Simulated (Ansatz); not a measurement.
**C4H10BN: how energies converge with the basis set**

How large a basis does C4H10BN need? Two functionals are run in growing sets.

Computed with Ansatz 0.2.0, Gaussian basis. Level: one geometry, several basis sets.

The runs, in order: PBE0-D4/def2-SVP; ωB97M-V/def2-SVP; PBE0-D4/def2-QZVPP; ωB97M-V/def2-QZVPP; the functionals' def2-TZVPP values are taken from earlier runs.

## (1) Structure used throughout

An earlier PBE0-D4 in a triple-zeta def2 set relaxation fixed the geometry.

SMILES `CC#[N+][BH-](C)C`, 16 atoms, charge 0, spin multiplicity 1.

Atoms are counted from 1 here; the program's logs count them from 0.

Bond lengths: C1–C2 1.443 Å, C1–H7 1.091 Å, C1–H8 1.091 Å, C1–H9 1.091 Å, C2–N3 1.142 Å, N3–B4 1.572 Å, B4–C5 1.616 Å, B4–C6 1.616 Å, B4–H10 1.221 Å, C5–H11 1.095 Å, C5–H12 1.097 Å, C5–H13 1.094 Å, C6–H14 1.094 Å, C6–H15 1.097 Å, C6–H16 1.095 Å. Angles: C2–C1–H7 109.8°, C2–C1–H8 109.8°, C2–C1–H9 109.8°, H7–C1–H8 109.1°, H7–C1–H9 109.1°, H8–C1–H9 109.1°, C1–C2–N3 179.5°, C2–N3–B4 179.1°, N3–B4–C5 106.5°, N3–B4–C6 106.5°, N3–B4–H10 102.2°, C5–B4–C6 114.9°, C5–B4–H10 112.7°, C6–B4–H10 112.7°, B4–C5–H11 113.6°, B4–C5–H12 112.6°, B4–C5–H13 108.9°, H11–C5–H12 107.8° and more.

## (2) PBE0-D4 in def2-SVP

Contents of in.yaml:

```yaml
crystal:
  periodic: [false, false, false]
  atoms:
    - {symbol: C, position_ang: [-0.419391, -1.654745, 2.588119]}
    - {symbol: C, position_ang: [-0.087353, -0.817315, 1.460931]}
    - {symbol: N, position_ang: [0.182764, -0.151085, 0.573052]}
    - {symbol: B, position_ang: [0.535099, 0.756656, -0.661335]}
    - {symbol: C, position_ang: [0.827888, -0.242497, -1.896917]}
    - {symbol: C, position_ang: [-0.720142, 1.751835, -0.872582]}
    - {symbol: H, position_ang: [-1.419077, -1.409134, 2.950287]}
    - {symbol: H, position_ang: [-0.396099, -2.704091, 2.289463]}
    - {symbol: H, position_ang: [0.300957, -1.496184, 3.392506]}
    - {symbol: H, position_ang: [1.537932, 1.337936, -0.277497]}
    - {symbol: H, position_ang: [1.640657, -0.950502, -1.704226]}
    - {symbol: H, position_ang: [-0.056469, -0.820496, -2.191162]}
    - {symbol: H, position_ang: [1.123895, 0.349769, -2.768375]}
    - {symbol: H, position_ang: [-0.494876, 2.435331, -1.697160]}
    - {symbol: H, position_ang: [-1.639996, 1.219599, -1.143400]}
    - {symbol: H, position_ang: [-0.938789, 2.372523, 0.002593]}
basis:
  gaussian: {orbitals: def2-SVP}
hamiltonian: {xc: pbe0, dispersion: d4}
output: {orbitals: {seedname: orbitals}}
```

Launch:

```
ansatz run in.yaml --threads 4 --pin off --events-out ev --progress --plain --max-ram 11315MiB
```

After this run come: ωB97M-V in def2-SVP; PBE0-D4 in def2-QZVPP; ωB97M-V in def2-QZVPP.

Q: Predict the results of all the runs planned. Wanted: PBE0-D4: double and triple zeta above quadruple; ωB97M-V: double and triple zeta above quadruple.

As calculated:

```
                                       quantity          value
PBE0-D4: double and triple zeta above quadruple  7.44, 0.37 eV
ωB97M-V: double and triple zeta above quadruple  7.85, 0.35 eV
```

PBE0-D4 gains 7.07 eV from double to triple zeta, then 0.37 eV more. These are total energies; as a rule much of such shifts cancels in differences, which this series doesn't test. The LUMO of ωB97M-V is positive and keeps falling with the basis (1.91 to 0.79 eV): an unbound level that the basis holds in place.
